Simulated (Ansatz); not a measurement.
Run this with the Ansatz DFT code, driven from Python and show what comes out.

`li3in_phonons.py`
```python
"""Harmonic phonons of Li3In."""

from pathlib import Path

import ansatz as az
import numpy as np
from pymatgen.core import Lattice, Structure
from pymatgen.io.ase import AseAtomsAdaptor

SETTINGS = {
    "smearing": "fermi_dirac",
    "kmesh": (9, 9, 9),
}


def main() -> None:
    pmg_structure = Structure(
        Lattice([(-2.080731, 2.080731, 4.228079), (2.080731, -2.080731, 4.228079), (2.080731, 2.080731, -4.228079)]),
        ["Li", "Li", "Li", "In"],
        [
            (0.75, 0.25, 0.5),
            (0.25, 0.75, 0.5),
            (0.5, 0.5, 0.0),
            (0.0, 0.0, 0.0),
        ],
    )
    cell = az.Crystal.from_ase(AseAtomsAdaptor.get_atoms(pmg_structure))

    # the cell itself: zone-centre modes alone
    calc = (
        cell.calculation()
        .occupations(SETTINGS["smearing"], width=150 * az.meV)
        .functional(az.Functional.LDA)
        .kpoints(*SETTINGS["kmesh"])  # the mesh must be finer for metals
        .phonons("fd", supercell=1, amplitude=0.015)
    )
    outcome = calc.run(runs_dir="runs")
    folder = Path(outcome.output_folder) / "results"
    ph = outcome.phonons

    for mode, w in enumerate(ph.gamma_omega_inv_cm, start=1):
        print(f"Gamma mode {mode:2d}: {w:8.1f} 1/cm  {w / 33.35641:7.3f} THz")
    print(f"{ph.n_members} displaced supercells, sum-rule residual {ph.asr_residual_pre_ev_ang2:.1e} eV/A^2")
    optical = np.sort(ph.gamma_omega_inv_cm)
    print("imaginary modes at Gamma:", int((optical < -10).sum()), "- highest mode", round(float(optical[-1]), 1), "1/cm")


if __name__ == "__main__":
    main()
```

`python li3in_phonons.py` gives:
```text
DeckWarning: basis.ecutwfc = 420 eV, auto-derived from the records' recommended cutoffs: set by Li (normal level)
Gamma mode  1:      0.0 1/cm    0.000 THz
Gamma mode  2:      0.0 1/cm    0.000 THz
Gamma mode  3:      0.0 1/cm    0.000 THz
Gamma mode  4:    143.7 1/cm    4.309 THz
Gamma mode  5:    192.1 1/cm    5.758 THz
Gamma mode  6:    192.1 1/cm    5.758 THz
Gamma mode  7:    250.2 1/cm    7.500 THz
Gamma mode  8:    309.2 1/cm    9.270 THz
Gamma mode  9:    309.2 1/cm    9.270 THz
Gamma mode 10:    319.8 1/cm    9.588 THz
Gamma mode 11:    319.8 1/cm    9.588 THz
Gamma mode 12:    340.1 1/cm   10.195 THz
6 displaced supercells, sum-rule residual 4.2e-04 eV/A^2
imaginary modes at Gamma: 0 - highest mode 340.1 1/cm
```
(Warnings from the package without file and line.)

Notes:
- The cell isn't relaxed first, so the values belong to this volume.
- The structure comes from a database of computed cells and needn't be a stable or known phase.
- The structure is taken as given and the supercell is small; imaginary modes can come from an unrelaxed or unstable start. Phonons of metals also depend on mesh and smearing.
- Finished in 40 s on 1 thread of Intel(R) Xeon(R) 6975P-C (Granite Rapids), with other jobs on the host, peak memory 0.73 GiB.
